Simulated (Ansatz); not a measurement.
# Hf: the cost of one run

Method: DFT PBE, scalar-relativistic, plane waves, PAW, in Ansatz 0.2.0.

1 further run of the same task is left out (set aside as unsound or not needed).

## Step 1: Starting point

Symmetry: P6_3/mmc, No. 194, hexagonal system. The conventional cell has a = 3.197 Å, b = 3.197 Å, c = 5.058 Å, α = 90.00°, β = 90.00°, γ = 120.00°. Hf (site symmetry -6m2) is surrounded by 12 Hf at 3.13 to 3.20 Å.

Structure file:

```
Hf
1.0
     3.19670    0.00000    0.00000
    -1.59835    2.76842    0.00000
     0.00000    0.00000    5.05780
Hf
2
Direct
  0.33333 0.66667 0.25000
  0.66667 0.33333 0.75000
```

The structure comes from the Crystallography Open Database.

## Step 6: Plan of the scan

The energy is mapped over the lattice constants a and c of the conventional cell.

First coordinate, lattice constant a (and b): 5 values from 2.981 to 3.429 Å. Second coordinate, lattice constant c: 5 values from 4.662 to 5.473 Å.

Nothing else is relaxed (symmetry fixes all fractional coordinates). Energies count from the relaxed crystal. Points are written as (first, second).

(The set-up runs are not shown.)

## Step 7: Grid point (2.981 Å, 5.473 Å)

Contents of input.yaml:

```yaml
crystal:
  lattice:
    - [2.9805, 0.0, 0.0]
    - [-1.49025, 2.581188716, 0.0]
    - [0.0, 0.0, 5.4731]
  atoms:
    - { symbol: Hf, position: [0.3333333333, 0.6666666667, 0.25] }
    - { symbol: Hf, position: [0.6666666667, 0.3333333333, 0.75] }
basis:
  ecutwfc: 420
kpoints:
  mp_grid: { grid: [18, 18, 10] }
hamiltonian:
  xc: pbe
scf:
  occupations: { method: gaussian, width: 0.15 }
output:
  forces: true
  stress: true
  eigenvalues: true
  write_density: true
  write_potential: true
  elf: true
  volumetric_format: npy
```

Started as:

```bash
$ ansatz run input.yaml --threads 1 --pin off --max-ram 2048MiB --backend cpu --events-out ev --progress --plain --runs-dir out
```

**Question.** How long does this run take on 1 thread of Intel Xeon 6975P-C (Granite Rapids), shared host, and how much memory does it need?

About 9.7 s, with a peak of 0.61 GiB.
